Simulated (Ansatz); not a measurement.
Run this with Ansatz 0.2.0 through its Python package and show what comes out.

Script `scan.py`:
```python
import ansatz as az
import numpy as np

BASIS_SET = "def2-SVP"
FUNCTIONAL = "B3LYP"

geometry_ang = [
    ("F", [-1.3014, 1.3735, 1.6453]),
    ("B", [-0.5238, 0.6639, 0.7206]),
    ("C", [0.8065, 0.4253, -0.0212]),
    ("Ge", [-0.153, -0.9396, -0.6508]),
    ("H", [1.0831, 1.1956, -0.7769]),
    ("H", [1.6506, 0.1095, 0.6718]),
    ("H", [-1.1464, -0.6605, -1.8368]),
    ("H", [-0.3235, -2.2249, 0.1922]),
]
geometry = az.Crystal.molecule()
for symbol, xyz in geometry_ang:
    geometry = geometry.atom(symbol, xyz)

symbols = [site.symbol for site in geometry.cartesian_sites]
start = np.array([site.position_ang for site in geometry.cartesian_sites])
axis = (start[7] - start[3]) / np.linalg.norm(start[7] - start[3])
moving = [7]
lengths, energies = [1.361, 1.423, 1.485, 1.547, 1.608, 1.67, 1.732, 1.825], []
for length in lengths:
    xyz = start.copy()
    xyz[moving] += (length - np.linalg.norm(start[7] - start[3])) * axis
    point = az.Crystal.molecule()
    for symbol, xyz in zip(symbols, xyz):
        point = point.atom(symbol, xyz.tolist())
    setup = (
        point.calculation()
        .basis(gaussian=BASIS_SET)
        .functional(FUNCTIONAL)
    )
    report = setup.run(threads=1, pin="off").report
    energies.append(report["free_energy_ev"])
    print(f"r = {length:6.3f} A  E = {energies[-1]:.5f} eV  <S^2> = {abs(report['mean_field']['state']['spin_squared']):.3f}")

fit = np.polynomial.Polynomial.fit(lengths, np.array(energies) - min(energies), 4).convert()
roots = [r.real for r in fit.deriv().roots() if abs(r.imag) < 1e-9 and fit.deriv(2)(r.real) > 0]
r_e = min(roots, key=lambda r: abs(r - lengths[int(np.argmin(energies))]))
print(f"minimum of the fit at {r_e:.4f} A, force constant {fit.deriv(2)(r_e):.2f} eV/A^2")
```

```console
$ python scan.py
r =  1.361 A  E = -61002.32987 eV  <S^2> = 0.000
r =  1.423 A  E = -61002.52812 eV  <S^2> = 0.000
r =  1.485 A  E = -61002.62089 eV  <S^2> = 0.000
r =  1.547 A  E = -61002.63256 eV  <S^2> = 0.000
r =  1.608 A  E = -61002.58362 eV  <S^2> = 0.000
r =  1.670 A  E = -61002.48745 eV  <S^2> = 0.000
r =  1.732 A  E = -61002.35643 eV  <S^2> = 0.000
r =  1.825 A  E = -61002.11473 eV  <S^2> = 0.000
minimum of the fit at 1.5257 A, force constant 17.73 eV/A^2
```

Notes:
- Total energies depend on the basis set; only differences at equal settings carry meaning.
- The rest of the molecule is held rigid at a force-field or estimated start geometry, and the basis set is modest; single-reference methods fail as a bond breaks.
- b3lyp holds the VWN-RPA fit, as in Gaussian; the form of ORCA and Turbomole is b3lyp5.
- The orbitals are restricted, so S² is zero by construction.
- Timing: 24 s on 1 thread of Arm Neoverse V2 (shared host), peak memory 0.26 GiB.

(Lines on the test bed's own set-up are left out of the output.)
